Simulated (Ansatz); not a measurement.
What does this script print? It uses Ansatz 0.2.0, Python API.

Script `c4h5n.py`:
```python
"""X-H bond energies and deprotonation of C4H5N without relaxation."""

import ansatz as az


def single_point(molecule, charge=0, unpaired=0):
    calc = molecule.calculation().basis(gaussian="6-31G*").functional("r2SCAN", dispersion="d3bj")
    if charge:
        calc = calc.charge(charge)
    if unpaired:
        calc = calc.spin("collinear", total=unpaired)
    report = calc.run().report
    if report["published_state_doubts"]:
        print("  doubts:", report["published_state_doubts"])
    return report["free_energy_ev"]

def without(molecule, index):
    rest = az.Crystal.molecule()
    for i, site in enumerate(molecule.cartesian_sites):
        if i != index:
            rest = rest.atom(site.symbol, site.position_ang)
    return rest

geometry_ang = [
    ("C", (2.811, 0.6154, -0.7523)),
    ("C", (1.7495, 0.3087, -0.2703)),
    ("C", (0.4861, -0.0566, 0.3042)),
    ("N", (-0.5988, 0.0755, -0.3903)),
    ("C", (-1.9064, -0.2795, 0.1428)),
    ("H", (3.7429, 0.8846, -1.1754)),
    ("H", (0.4551, -0.4403, 1.3172)),
    ("H", (-2.6804, -0.0823, -0.6272)),
    ("H", (-1.9293, -1.3579, 0.4085)),
    ("H", (-2.1296, 0.3324, 1.0428)),
]
system = az.Crystal.molecule()
for symbol, xyz in geometry_ang:
    system = system.atom(symbol, xyz)

whole = single_point(system, 0)
hydrogen = single_point(az.Crystal.molecule().atom("H", (0, 0, 0)), 0, 1)
print(f"E(molecule) = {whole:.5f} eV, E(H) = {hydrogen:.5f} eV")
for index in [5, 6, 9]:
    radical = single_point(without(system, index), 0, 1)
    print(f"H{index}: homolysis {(radical + hydrogen - whole):.3f} eV")
    anion = single_point(without(system, index), -1)
    print(f"H{index}: loss of a proton {(anion - whole):.3f} eV")
```

```console
$ python c4h5n.py
DeckWarning: the engine holds no damping parameters fitted to this dispersion correction and functional, so the run takes those fitted to r2scan beside the three-body term, which d3bj leaves out (hamiltonian.dispersion, under Limitations)
E(molecule) = -5712.83230 eV, E(H) = -13.55744 eV
H5: homolysis 5.801 eV
H5: loss of a proton 16.841 eV
H6: homolysis 4.201 eV
H6: loss of a proton 17.681 eV
H9: homolysis 4.392 eV
H9: loss of a proton 17.306 eV
```
(Warnings from the package without file and line.)

What to keep in mind:
- Total energies depend on the basis set; only differences at equal settings carry meaning.
- The geometry is a force-field or estimated start, not a minimum of this method, and the basis set is short of its limit. All parts are taken at fixed geometry, without zero-point energy.
- The expectation value of S² is noticeably off S(S+1) in at least one run, so that state is spin-contaminated.
- Anions want diffuse functions, which this basis lacks.
- A dispersion term here runs with damping parameters fitted for another variant or functional.
- It ran for 47 s on 1 thread of Arm Neoverse V1, with other jobs on the host, peak memory 0.27 GiB.

(Lines on the test bed's own set-up are left out of the output.)
